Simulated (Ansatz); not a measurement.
# C3H11NSn: the cost of one run

Computed with Ansatz 0.2.0, Gaussian basis. Level: the settings change from run to run.

### Step 1. The molecule

An earlier PBE0-D4 in a triple-zeta def2 set relaxation fixed the geometry. Sn takes a core potential in def2 sets; no spin-orbit term is included.

SMILES `[CH3][Sn]([CH3])([CH3])[NH2]`, 16 atoms, charge 0, spin multiplicity 1.

Atoms are counted from 1 here; the program's logs count them from 0.

Bond lengths: C1–Sn2 2.151 Å, C1–H6 1.091 Å, C1–H7 1.092 Å, C1–H8 1.091 Å, Sn2–C3 2.139 Å, Sn2–C4 2.139 Å, Sn2–N5 2.042 Å, C3–H9 1.090 Å, C3–H10 1.091 Å, C3–H11 1.091 Å, C4–H12 1.090 Å, C4–H13 1.091 Å, C4–H14 1.091 Å, N5–H15 1.012 Å, N5–H16 1.012 Å. Angles: Sn2–C1–H6 110.2°, Sn2–C1–H7 110.4°, Sn2–C1–H8 110.2°, H6–C1–H7 108.6°, H6–C1–H8 108.7°, H7–C1–H8 108.6°, C1–Sn2–C3 110.8°, C1–Sn2–C4 110.7°, C1–Sn2–N5 112.6°, C3–Sn2–C4 112.6°, C3–Sn2–N5 104.9°, C4–Sn2–N5 105.0°, Sn2–C3–H9 109.6°, Sn2–C3–H10 110.6°, Sn2–C3–H11 110.4°, H9–C3–H10 109.0°, H9–C3–H11 108.7°, H10–C3–H11 108.5° and more.

### Step 2. PBEsol/ANO-RCC-VTZP

This run has high accuracy, the search for lower states set to full.

in.yaml

```yaml
crystal:
  periodic: [false, false, false]
  atoms:
    - {symbol: C, position_ang: [-1.005483, 0.501347, -1.759525]}
    - {symbol: Sn, position_ang: [-0.038226, 0.033464, 0.103357]}
    - {symbol: C, position_ang: [1.932920, 0.860717, 0.162588]}
    - {symbol: C, position_ang: [-0.057053, -2.075340, 0.458017]}
    - {symbol: N, position_ang: [-0.999302, 0.846921, 1.710865]}
    - {symbol: H, position_ang: [-1.040687, 1.582126, -1.904304]}
    - {symbol: H, position_ang: [-0.461434, 0.055047, -2.594034]}
    - {symbol: H, position_ang: [-2.025668, 0.114688, -1.761679]}
    - {symbol: H, position_ang: [2.389165, 0.650248, 1.130361]}
    - {symbol: H, position_ang: [2.554178, 0.429164, -0.623482]}
    - {symbol: H, position_ang: [1.895365, 1.941759, 0.020258]}
    - {symbol: H, position_ang: [0.412870, -2.289390, 1.418425]}
    - {symbol: H, position_ang: [0.486470, -2.601818, -0.327797]}
    - {symbol: H, position_ang: [-1.082527, -2.447244, 0.479022]}
    - {symbol: H, position_ang: [-1.034958, 1.858472, 1.699724]}
    - {symbol: H, position_ang: [-1.948531, 0.517139, 1.832604]}
basis:
  gaussian: {orbitals: ANO-RCC-VTZP}
hamiltonian: {xc: {name: PBEsol}}
accuracy: high
scf: {lower_state_search: full}
output: {forces: true}
```

Command:

```bash
> ansatz run in.yaml --threads 4 --pin off --events-out ev --progress --plain --max-ram 11315MiB
```

**Question.** How long does this run take on 4 threads of Arm Neoverse V1, shared host, and how much memory does it need?

About 7.8 min, with a peak of 5.4 GiB.
